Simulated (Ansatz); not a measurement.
**C₃H₈Si₂: a ladder of functionals and wavefunction methods**

One table from this session's results is given with a row withheld; the runs are named, their logs left out.

Program: Ansatz 0.2.0, Gaussian basis. Level of theory: functionals in def2-TZVPP, the program's frozen cores in correlated methods. These are calculated values, not measurements.

Plan: PBE-D4, r2SCAN-D4, PBE0-D4, B3LYP-D4, ωB97X-V, ωB97M-V, B2PLYP; CCSD(T)/def2-TZVPP; MP2/def2-QZVPP; extrapolation to the limit.

## The relaxed structure

The geometry comes from an earlier relaxation with PBE0-D4 in a triple-zeta def2 set; it is a stationary point, not always the lowest conformer.

SMILES `C=C=C[SiH2][SiH3]`, 13 atoms, charge 0, spin multiplicity 1.

Atoms are counted from 1 here; the program's logs count them from 0.

Bond lengths: C1–C2 1.300 Å, C1–H6 1.085 Å, C1–H7 1.085 Å, C2–C3 1.301 Å, C3–Si4 1.864 Å, C3–H8 1.089 Å, Si4–Si5 2.343 Å, Si4–H9 1.486 Å, Si4–H10 1.490 Å, Si5–H11 1.488 Å, Si5–H12 1.489 Å, Si5–H13 1.489 Å. Angles: C2–C1–H6 121.1°, C2–C1–H7 121.1°, H6–C1–H7 117.9°, C1–C2–C3 178.1°, C2–C3–Si4 121.6°, C2–C3–H8 118.8°, Si4–C3–H8 119.6°, C3–Si4–Si5 110.2°, C3–Si4–H9 108.8°, C3–Si4–H10 109.7°, Si5–Si4–H9 110.4°, Si5–Si4–H10 108.7°, H9–Si4–H10 109.0°, Si4–Si5–H11 110.3°, Si4–Si5–H12 110.0°, Si4–Si5–H13 111.0°, H11–Si5–H12 108.4°, H11–Si5–H13 108.7° and more.

Set-up of the first run:

in.yaml reads:

```yaml
crystal:
  periodic: [false, false, false]
  atoms:
    - {symbol: C, position_ang: [-1.469739, -0.834744, 2.493027]}
    - {symbol: C, position_ang: [-0.440785, -0.644499, 1.721256]}
    - {symbol: C, position_ang: [0.564951, -0.463989, 0.915635]}
    - {symbol: Si, position_ang: [0.375964, -0.619557, -0.932717]}
    - {symbol: Si, position_ang: [0.661917, 1.469344, -1.953715]}
    - {symbol: H, position_ang: [-1.691682, -1.816247, 2.897911]}
    - {symbol: H, position_ang: [-2.128727, -0.015279, 2.759102]}
    - {symbol: H, position_ang: [1.532072, -0.193307, 1.336886]}
    - {symbol: H, position_ang: [-0.975200, -1.161353, -1.232246]}
    - {symbol: H, position_ang: [1.403575, -1.557875, -1.466409]}
    - {symbol: H, position_ang: [-0.393284, 2.414624, -1.498944]}
    - {symbol: H, position_ang: [1.989723, 2.035907, -1.588834]}
    - {symbol: H, position_ang: [0.591616, 1.352176, -3.436053]}
basis:
  gaussian: {orbitals: def2-TZVPP}
hamiltonian: {xc: pbe, dispersion: d4}
output: {forces: true, orbitals: {seedname: orbitals}}
```

Launch:

```sh
> ansatz run in.yaml --threads 4 --pin off --events-out ev --progress --plain --max-ram 10444MiB
```

Steps of the session up to this table: PBE-D4 (GGA); r2SCAN-D4 (meta-GGA); PBE0-D4 (hybrid); B3LYP-D4 (hybrid); ωB97X-V (range-separated); ωB97M-V (range-separated); B2PLYP (double hybrid); CCSD(T) in def2-TZVPP; MP2 in def2-QZVPP.

One table of the session follows, with a row left open; its other results are not shown here.

```
            method  atomisation energy (kJ/mol)
            PBE-D4                       4787.4
         r2SCAN-D4                       4739.5
           PBE0-D4                       4730.5
          B3LYP-D4                       4733.5
           ωB97X-V                       4737.0
           ωB97M-V                       4726.7
            B2PLYP                       4670.8
     HF/def2-TZVPP                            ?
    MP2/def2-TZVPP                       4627.3
   CCSD/def2-TZVPP                       4536.7
CCSD(T)/def2-TZVPP                       4600.6
           MP2/CBS                       4739.8
       CCSD(T)/CBS                       4713.1
```

Estimate the missing values for HF/def2-TZVPP.

**Answer.** atomisation energy (kJ/mol): 3548.4. In the column «atomisation energy (kJ/mol)» it is the lowest.

To keep in mind: Free atoms (3 C, 2 Si, 8 H) were run apart at each level; the atomisation energy is their sum less the molecule, without zero-point or spin-orbit terms.
